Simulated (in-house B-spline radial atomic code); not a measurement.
**Os: ionisation energy by several methods**

One table from this session's results is given with a row withheld; the runs are named, their logs left out.

Program: in-house B-spline radial atomic code version 1. Level of theory: Dirac-Coulomb, several functionals; spherical all-electron atom at the radial basis limit. These are calculated values, not measurements, unless marked.

### The atom as given

```
element       : osmium (Z = 76)
charge        : 0
electrons     : 76
configuration : [Xe] 4f14 5d6 6s2
nucleus       : Fermi, rms radius 5.413 fm
```

The outer shells:

[Xe] 4f14 5d6 6s2
```
[Xe] core
4f [↑↓][↑↓][↑↓][↑↓][↑↓][↑↓][↑↓]
5d [↑↓][↑ ][↑ ][↑ ][↑ ]
6s [↑↓]
```

The boxes only draw the filling; these runs are spin-restricted and spherical.

Set-up of the first run:

Settings, as recorded:

```ini
Z = 76
electrons = 76.0
configuration = [Xe] 4f14 5d6 6s2
hamiltonian = dirac
method = lda,pw
spin_polarised = False
nucleus = fermi
rms_radius = 5.4126
mass_number = 192
atomic_mass = 191.961478765
speed_of_light = 137.035999084
```

Steps of the session up to this table: LDA (PW92); OLYP, a GGA; exchange-only LDA; RPBE, a GGA; BLYP, a GGA; PBEsol, a GGA.

One table of the session follows, with a row left open; its other results are not shown here.

```
           method  ΔSCF (eV)  with Breit, QED, recoil (eV)
       LDA (PW92)      9.857                         9.829
exchange-only LDA      8.796                         8.768
             OLYP      9.243                         9.214
             RPBE      9.478                         9.449
             BLYP          ?                             ?
           PBEsol      9.627                         9.599
```

Estimate the missing values for BLYP.

**Answer.** ΔSCF (eV): 9.533; with Breit, QED, recoil (eV): 9.505. In the column «ΔSCF (eV)» it lies between RPBE (9.478) and PBEsol (9.627).

Members of this set that are not shown: 8 used exact exchange with fractional occupations of an open shell, which is unsound here.
